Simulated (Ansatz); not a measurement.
CH6OSiSn, SMILES O[SiH]1[CH2][SnH2]1, a rigid scan of one bond length

Program: the Python package of Ansatz (0.2.0).

`ch6osisn.xyz`
```text
10

O    -0.98110   -0.43570   -1.94430
Si   -0.93720   -0.54240   -0.25000
C     0.74870   -0.86440    0.26890
Sn    0.68540    1.19700    0.85640
H    -0.87850    0.56520   -2.14890
H    -1.93020   -1.33490    0.46420
H     1.50990   -1.03570   -0.55520
H     0.89160   -1.54680    1.13540
H    -0.02600    1.54620    2.49460
H     1.00040    2.40030   -0.31830
```

Run as a notebook:

```python
import ansatz as az
import numpy as np
```

```python
geometry = az.Crystal.molecule_from_extxyz('ch6osisn.xyz')
```

```python
symbols = [site.symbol for site in geometry.cartesian_sites]
start = np.array([site.position_ang for site in geometry.cartesian_sites])
axis = (start[6] - start[2]) / np.linalg.norm(start[6] - start[2])
moving = [6]
lengths, energies = [0.999, 1.044, 1.089, 1.135, 1.18, 1.226, 1.271, 1.339], []
for length in lengths:
    xyz = start.copy()
    xyz[moving] += (length - np.linalg.norm(start[6] - start[2])) * axis
    point = az.Crystal.molecule()
    for symbol, place in zip(symbols, xyz):
        point = point.atom(symbol, place.tolist())
    setup = (
        point.calculation()
        .basis(gaussian='def2-SVP')  # atom-centred Gaussian functions
        .functional('r2scan0')
        .accuracy('medium')  # preset for grids and thresholds
        .scf(lower_state_search='off')
    )
    data = setup.run().report
    energies.append(data['free_energy_ev'])
    print(f'r = {length:6.3f} A  E = {energies[-1]:.5f} eV  <S^2> = {abs(data["mean_field"]["state"]["spin_squared"]):.3f}')
```

    r =  0.999 A  E = -16882.74885 eV  <S^2> = 0.000
    r =  1.044 A  E = -16882.89149 eV  <S^2> = 0.000
    r =  1.089 A  E = -16882.93928 eV  <S^2> = 0.000
    r =  1.135 A  E = -16882.91230 eV  <S^2> = 0.000
    r =  1.180 A  E = -16882.82899 eV  <S^2> = 0.000
    r =  1.226 A  E = -16882.69975 eV  <S^2> = 0.000
    r =  1.271 A  E = -16882.54109 eV  <S^2> = 0.000
    r =  1.339 A  E = -16882.25927 eV  <S^2> = 0.000

```python
# quartic fit about the minimum
fit = np.polynomial.Polynomial.fit(lengths, np.array(energies) - min(energies), 4).convert()
roots = [r.real for r in fit.deriv().roots() if abs(r.imag) < 1e-9 and fit.deriv(2)(r.real) > 0]
r_e = min(roots, key=lambda r: abs(r - lengths[int(np.argmin(energies))]))
print(f'minimum of the fit at {r_e:.4f} A, force constant {fit.deriv(2)(r_e):.2f} eV/A^2')
```

    minimum of the fit at 1.0941 A, force constant 35.36 eV/A^2

What to keep in mind:
- The settings weren't tested for convergence.
- The rest of the molecule is held rigid at a force-field or estimated start geometry, and the basis set is modest; single-reference methods fail as a bond breaks.
- def2 sets replace the cores of elements past krypton by effective core potentials.
- The orbitals are restricted, so S² is zero by construction.
- Run time: 42 s on 1 thread of Arm Neoverse V1, on a shared host, peak memory 0.26 GiB.

(Lines on the test bed's own set-up are left out of the output.)
